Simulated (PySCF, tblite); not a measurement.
**1,1,1,2,2,3,3,4-octafluorobutane (C4H2F8): geometry, infrared bands, NMR shifts, spin-spin couplings and electronic excitations**

Aim: predict the infrared bands, NMR shifts, spin-spin couplings and electronic excitations of 1,1,1,2,2,3,3,4-octafluorobutane (C4H2F8) (`FCC(F)(F)C(F)(F)C(F)(F)F`).

Programs: tblite 0.8.0 and PySCF 2.14.0, with density-fitted response routines of our own. Each step states its level of theory. These are calculated values for one molecule in the gas phase, unless marked as measured. Atoms are numbered from 0 throughout.

### 1 The starting structure

14 atoms, charge 0, multiplicity 1; geometry from: force field or distance geometry start.

Bonds of the start (Å): F0–C1 1.35, C1–C2 1.53, C2–F3 1.37, C2–F4 1.36, C2–C5 1.50, C5–F6 1.36, C5–F7 1.37, C5–C8 1.52, C8–F9 1.36, C8–F10 1.35, C8–F11 1.35, C1–H12 1.08, C1–H13 1.10.

### 2 Optimising the geometry with GFN2-xTB

The job: settings as JSON, then the geometry in Å.

```
{"job": {"kind": "relax", "xc": "GFN2-xTB", "basis": "xTB"}, "charge": 0, "multiplicity": 1}
F     -2.836600     0.843300    -0.273700
C     -1.915500    -0.111100    -0.036100
C     -0.516700     0.502500     0.005500
F     -0.285200     1.128300    -1.194100
F     -0.487800     1.471400     0.963500
C      0.513100    -0.552000     0.272100
F      0.446900    -1.525800    -0.680800
F      0.250800    -1.173000     1.462000
C      1.904700     0.065700     0.304300
F      2.022500     1.005400     1.274700
F      2.845600    -0.873200     0.545800
F      2.225200     0.651000    -0.869700
H     -2.005700    -0.859800    -0.811300
H     -2.162100    -0.573200     0.931100
```

Command:

```sh
$ OMP_NUM_THREADS=2 python probes_run.py task.json out
```

This one command runs all jobs of the session in turn.

**Question.** This job is followed by: GFN2-xTB harmonic vibrations, gas phase; PBE0-D3(BJ)/def2-SVP geometry optimisation, gas phase; GIAO PBE0/pcSseg-1 NMR shielding, non-relativistic, gas phase; B3LYP/pcJ-1 indirect spin-spin coupling, non-relativistic, gas phase; TDDFT wB97X-D/def2-SVPD, vertical, gas phase, core orbitals frozen in the response; GIAO B3LYP/pcSseg-2 NMR shielding, non-relativistic, gas phase. What will the session give for the following? strongest single infrared mode (GFN2-xTB); zero-point energy (GFN2-xTB); point group; rotational constants (main isotopes); 13C shifts against TMS (PBE0/pcSseg-1); 1H shifts against TMS (PBE0/pcSseg-1, means over atoms taken as alike); 19F shifts against CFCl3 (PBE0/pcSseg-1, means over atoms taken as alike); largest coupling of the table (B3LYP/pcJ-1); lowest singlet (wB97X-D/def2-SVPD); brightest single state of those computed; lowest triplet; range of the shift of C2.

As calculated:

```
                                                                 quantity                              value
                                strongest single infrared mode (GFN2-xTB)              1134 cm⁻¹, 411 km/mol
                                             zero-point energy (GFN2-xTB)                      40.6 kcal/mol
                                                              point group                                 C1
                                     rotational constants (main isotopes)               1.65, 0.68, 0.65 GHz
                                   13C shifts against TMS (PBE0/pcSseg-1)      123.5, 117.7, 112.3, 79.9 ppm
   1H shifts against TMS (PBE0/pcSseg-1, means over atoms taken as alike)                           4.77 ppm
19F shifts against CFCl3 (PBE0/pcSseg-1, means over atoms taken as alike)  -91.7, -142.1, -145.8, -277.9 ppm
                              largest coupling of the table (B3LYP/pcJ-1)           1J(C,F) C8–F9, -356.9 Hz
                                       lowest singlet (wB97X-D/def2-SVPD)        9.33 eV (133 nm), f = 0.032
                                 brightest single state of those computed       state 9, 11.37 eV, f = 0.047
                                                           lowest triplet                            8.80 eV
                                                 range of the shift of C2                 117.7 to 124.1 ppm
```

**Reading.** Relaxing lowered the energy by 0.173 eV in 30 steps; the close pair that moved most is C2–C5, from 1.498 to 1.557 Å (GFN2-xTB). The lowest mode is slightly imaginary (4i cm⁻¹), a soft motion within the noise of the Hessian, so the minimum is not strictly shown. The strongest single mode, at 1134 cm⁻¹, moves mainly C8. Unscaled tight-binding wavenumbers are off by several per cent, some by more. Its intensities can rank the bands wrongly. The optimisation took 9 steps and gained 0.143 eV; among the close pairs (by a distance rule), F0–C1 changed most, from 1.322 to 1.357 Å (PBE0/def2-SVP). At PBE0/pcSseg-1: Shielding is most anisotropic at F3, F4 (span 176 ppm, paramagnetic term -154 ppm). Of the pairs tabulated at B3LYP/pcJ-1, C8–F9 (mean over like pairs) couples most strongly (-356.9 Hz; Fermi contact -327.8 Hz). Couplings across rotatable bonds belong to this one conformer; where others are populated, the observed values are averages. Density functionals describe couplings to fluorine poorly, F–F couplings above all, so those rows are rough. The first singlet state (HOMO→LUMO 0.69, HOMO→LUMO+1 0.20) lies at 9.33 eV and is weak; of the 10 states computed, the strongest absorption comes from state 9 at 11.37 eV. The lowest triplet lies 0.53 eV below the lowest singlet (triplets in Tamm-Dancoff, singlets in full TDDFT). Across the 2 runs the shift of C2 moves most, between 117.7 (PBE0/pcSseg-1) and 124.1 ppm (B3LYP/pcSseg-2).
